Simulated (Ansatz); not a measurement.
# Sc2GaS: the cost of one run

Program: Ansatz 0.2.0. Level of theory: DFT PBE, scalar-relativistic, plane waves, PAW. These are calculated values, not measurements.

### Step 1. The system as given

The structure is hexagonal, space group P-6m2 (No. 187). The conventional cell has a = 4.772 Å, b = 4.772 Å, c = 4.542 Å, α = 90.00°, β = 90.00°, γ = 120.00°. Sc (site symmetry -6m2) is surrounded by 2 Ga at 2.27 Å. Sc (site symmetry -6m2) has 2 S at 2.27 Å as nearest neighbours. Around Ga (site symmetry -6m2) lie 2 Sc at 2.27 Å. Around S (site symmetry -6m2) lie 2 Sc at 2.27 Å.

Structure file:

```cif
data_structure
_symmetry_space_group_name_H-M 'P 1'
_symmetry_Int_Tables_number 1
_cell_length_a 4.7723
_cell_length_b 4.7723
_cell_length_c 4.5416
_cell_angle_alpha 90.000
_cell_angle_beta 90.000
_cell_angle_gamma 120.000
_cell_volume 89.58
loop_
_atom_site_label
_atom_site_type_symbol
_atom_site_fract_x
_atom_site_fract_y
_atom_site_fract_z
_atom_site_occupancy
Sc1 Sc 0.66667 0.33333 0.50000 1
Sc2 Sc 0.33333 0.66667 0.00000 1
Ga1 Ga 0.66667 0.33333 0.00000 1
S1 S 0.33333 0.66667 0.50000 1
```

Recipe of the guess: random cell by space group and Wyckoff sites (P-6m2, No. 187). Lengths come from tabulated atomic sizes and are only a guess.

### Step 2. A first look at the guess

File input.yaml:

```yaml
crystal:
  lattice:
    - [4.7723236, 0.0, 0.0]
    - [-2.3861618, 4.13295347, 0.0]
    - [0.0, 0.0, 4.54162124]
  atoms:
    - { symbol: Sc, position: [0.66666667, 0.33333333, 0.5] }
    - { symbol: Sc, position: [0.33333333, 0.66666667, 0.0] }
    - { symbol: Ga, position: [0.66666667, 0.33333333, 0.0] }
    - { symbol: S, position: [0.33333333, 0.66666667, 0.5] }
basis:
  ecutwfc: 420
kpoints:
  mp_grid: { grid: [6, 6, 4] }
hamiltonian:
  xc: pbe
scf:
  occupations: { method: gaussian, width: 0.1 }
  lower_state_search: "off"
output:
  forces: true
  stress: true
  eigenvalues: true
```

The run is started by

```console
$ ansatz run input.yaml --threads 1 --pin off --max-ram 2560MiB --backend cpu --events-out ev --progress --plain --runs-dir out
```

**Question.** How long does this run take on 1 thread of AMD EPYC 7R43 (Zen 3), shared host, and how much memory does it need?

About 4.9 s, with a peak of 0.4 GiB.
